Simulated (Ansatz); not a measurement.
# Ta, space group P6_3/mmc: a relaxation of cell and ions

With Ansatz's Python interface.

The cells in order, each with its output:

In [1]:
```python
from pathlib import Path
import itertools
import json

import ansatz as az
from ase import Atoms
from ase.neighborlist import neighbor_list
import numpy as np
```

In [2]:
```python
def edges_and_angles(cell):
    cell = np.asarray(cell)
    a, b, c = np.linalg.norm(cell, axis=1)
    cosines = cell[1] @ cell[2] / (b * c), cell[0] @ cell[2] / (a * c), cell[0] @ cell[1] / (a * b)
    return (a, b, c, *np.degrees(np.arccos(cosines)))

structure = (
    az.Lattice.from_parameters(2.900372, 2.900372, 5.166274, alpha=90.0, beta=90.0, gamma=120.0)
    .atom("Ta", (2 / 3, 1 / 3, 0.75))
    .atom("Ta", (1 / 3, 2 / 3, 0.25))
)
```

In [3]:
```python
structure.resolved().sites[-1]
```
Out [3]:
```text
Site(symbol='Ta', position=(0.3333333333333333, 0.6666666666666666, 0.25), moment=None, axis=None, held=None, saved=None)
```

In [4]:
```python
# only the volume may change
model = (
    structure.calculation()
    .functional(az.Functional.PBESOL)
    .pseudopotentials("paw")
    .basis(19 * az.Ha)
    .kpoints(13, 13, 7)
    .occupations("cold", width=0.05)
    .relax(force_tolerance=0.01, fix_cell=["shape"])
    .density()
    .potential()
    .electron_localization_function()
    .output_files(volumetric_format="npy")
)
done = model.run(threads=1, backend="cpu", events_out="events.ndjson")
with open("events.ndjson") as stream:
    events = [json.loads(line) for line in stream]
steps = [e["data"] for e in events if e["event"] == "relax_step"]
data = done.report
```

In [5]:
```python
data["published_state_doubts"]
```
Out [5]:
```text
[]
```

In [6]:
```python
data["n_electrons"]
```
Out [6]:
```text
26.0
```

In [7]:
```python
for s in steps:
    flag = "" if s["accepted"] else "  (rejected)"
    print("step %2d  E = %.5f eV  largest force component = %.4f eV/A%s" % (s["step"], s["lagrangian_ev"], s["allowed_force_max_ev_ang"], flag))
```
```text
step  1  E = -19612.37116 eV  largest force component = 0.0000 eV/A
step  2  E = -19612.10845 eV  largest force component = 0.0000 eV/A  (rejected)
step  3  E = -19612.40385 eV  largest force component = 0.0000 eV/A
step  4  E = -19612.40470 eV  largest force component = 0.0000 eV/A
step  5  E = -19612.40462 eV  largest force component = 0.0000 eV/A
```

In [8]:
```python
first, last = steps[0], steps[-1]
symbols = [site.symbol for site in done.lattice.sites]
print(f"energy gained {first['lagrangian_ev'] - last['lagrangian_ev']:.4f} eV in {len(steps) - 1} steps")
for label, vectors in (("before", first["cell_ang"]), ("after", done.lattice.cell_ang)):
    print(label, "a b c (A) {:.4f} {:.4f} {:.4f}  angles {:.2f} {:.2f} {:.2f}".format(*edges_and_angles(vectors)), f" V = {abs(np.linalg.det(vectors)):.3f} A^3")
print("final stress xx yy zz (GPa, compression positive):", np.round(np.diag(data["stress_gpa"]), 3) + 0.0)
```
```text
energy gained 0.0335 eV in 4 steps
before a b c (A) 2.9004 2.9004 5.1663  angles 90.00 90.00 120.00  V = 37.637 A^3
after a b c (A) 2.8629 2.8629 5.0996  angles 90.00 90.00 120.00  V = 36.198 A^3
final stress xx yy zz (GPa, compression positive): [ 0.225  0.225 -0.537]
```

In [9]:
```python
change = np.array(last["positions_ang"]) @ np.linalg.inv(last["cell_ang"]) - np.array(first["positions_ang"]) @ np.linalg.inv(first["cell_ang"])
moved = np.linalg.norm(change @ np.array(last["cell_ang"]), axis=1)
print("displacement within the cell, strain taken out (A):", " ".join(f"{s}:{d:.3f}" for s, d in zip(symbols, moved)))
```
```text
displacement within the cell, strain taken out (A): Ta:0.000 Ta:0.000
```

In [10]:
```python
final = Atoms(symbols, positions=last["positions_ang"], cell=done.lattice.cell_ang, pbc=True)
i, j, d = neighbor_list("ijd", final, 4.5)
print("neighbours within 1.15 times the shortest distance of each atom (A)")
for atom in range(len(final)):
    near = [m for m in np.argsort(d) if i[m] == atom]
    shell = [m for m in near if d[m] < 1.15 * d[near[0]]]
    print(f"{symbols[atom]}{atom} ({len(shell)}):", ", ".join(f"{symbols[j[m]]} {d[m]:.3f}" for m in shell))

print("atom   start x y z (A)              end x y z (A)")
for symbol, a, b in zip(symbols, first["positions_ang"], last["positions_ang"]):
    print(f"{symbol:3s}", " ".join(f"{v:8.4f}" for v in a), "  ", " ".join(f"{v:8.4f}" for v in b))

print("%-22s %14.5f eV" % ("F = E - TS", data["free_energy_ev"]))
print("%-22s %14.5f eV" % ("E", data["internal_energy_ev"]))
print("%-22s %14.5f eV" % ("Harris-Foulkes", data["harris_foulkes_ev"]))
print("%-22s %14.5f eV" % ("Fermi level", data["fermi_energy_ev"]))
```
```text
neighbours within 1.15 times the shortest distance of each atom (A)
Ta0 (12): Ta 2.863, Ta 2.863, Ta 2.863, Ta 2.863, Ta 2.863, Ta 2.863, Ta 3.039, Ta 3.039, Ta 3.039, Ta 3.039, Ta 3.039, Ta 3.039
Ta1 (12): Ta 2.863, Ta 2.863, Ta 2.863, Ta 2.863, Ta 2.863, Ta 2.863, Ta 3.039, Ta 3.039, Ta 3.039, Ta 3.039, Ta 3.039, Ta 3.039
atom   start x y z (A)              end x y z (A)
Ta    1.4502   0.8373   3.8747      1.4315   0.8265   3.8247
Ta    0.0000   1.6745   1.2916      0.0000   1.6529   1.2749
F = E - TS               -19612.40462 eV
E                        -19612.40453 eV
Harris-Foulkes           -19612.40462 eV
Fermi level                  18.77428 eV
```

In [11]:
```python
# valence electrons inside a sphere about each atom
rho = done.density()
total = sum(channel.density_e_per_ang3 for channel in rho.channels[:2])
grid_cell = np.asarray(rho.fft_grid_basis) @ done.lattice.cell_ang
mesh = np.stack(np.meshgrid(*[np.arange(n) / n for n in rho.dims], indexing="ij"), axis=-1)
for site in done.lattice.sites:
    offset = mesh - site.position_ang @ np.linalg.inv(grid_cell)
    offset -= offset.round()
    distance = np.min([np.linalg.norm((offset + shift) @ grid_cell, axis=-1) for shift in itertools.product((-1, 0, 1), repeat=3)], axis=0)
    inside = [total[distance < radius].sum() * rho.cell_volume_ang3 / total.size for radius in (0.8, 1.0, 1.2)]
    print(site.symbol, "electrons within 0.8, 1.0, 1.2 A:", np.round(inside, 2))
```
```text
Ta electrons within 0.8, 1.0, 1.2 A: [ 6.75  8.84 10.13]
Ta electrons within 0.8, 1.0, 1.2 A: [ 6.75  8.84 10.13]
```

In [12]:
```python
folder = Path(done.write_results("fields"))
print("densities in e/A^3, potentials in eV, ELF without unit")
for name in sorted(p.name for p in folder.glob("*.npy")):
    field = np.load(folder / name)
    print(f"{name:16s} {str(field.shape):16s} min {field.min():10.4f}  mean {field.mean():10.4f}  max {field.max():10.4f}")
```
```text
densities in e/A^3, potentials in eV, ELF without unit
elf.npy          (24, 24, 40)     min     0.0219  mean     0.3685  max     0.7534
rho.npy          (24, 24, 40)     min     0.1765  mean     0.7183  max     4.5737
v_es.npy         (24, 24, 40)     min   -77.3691  mean     8.4944  max    22.2084
v_tot.npy        (24, 24, 40)     min  -106.4068  mean    -4.4066  max    12.8300
```

Total energies depend on the potentials; only differences at equal settings carry meaning. A total without «per atom» is that of the cell as typed. No spin polarisation was allowed. Forces vanish by symmetry, so the ions can't move, and the end may be a saddle. Only differences from the Fermi energy are physical; the zero of the scale is a convention. Energies along a relaxation are free energies. Rows at an unchanged volume are solved on a plane-wave basis chosen afresh for that cell, so the energy jumps there and such rows are no steps of the walk. Spin-orbit coupling, which matters for elements this heavy, is left out. Densities and potentials on the grid are those of the valence electrons, and inside the cores they hang on the potentials used. This isn't the structure that Ta takes at ambient conditions. Wall time of the script: 17 s on 1 thread of Arm Neoverse V1 (shared host), peak memory 0.48 GiB.
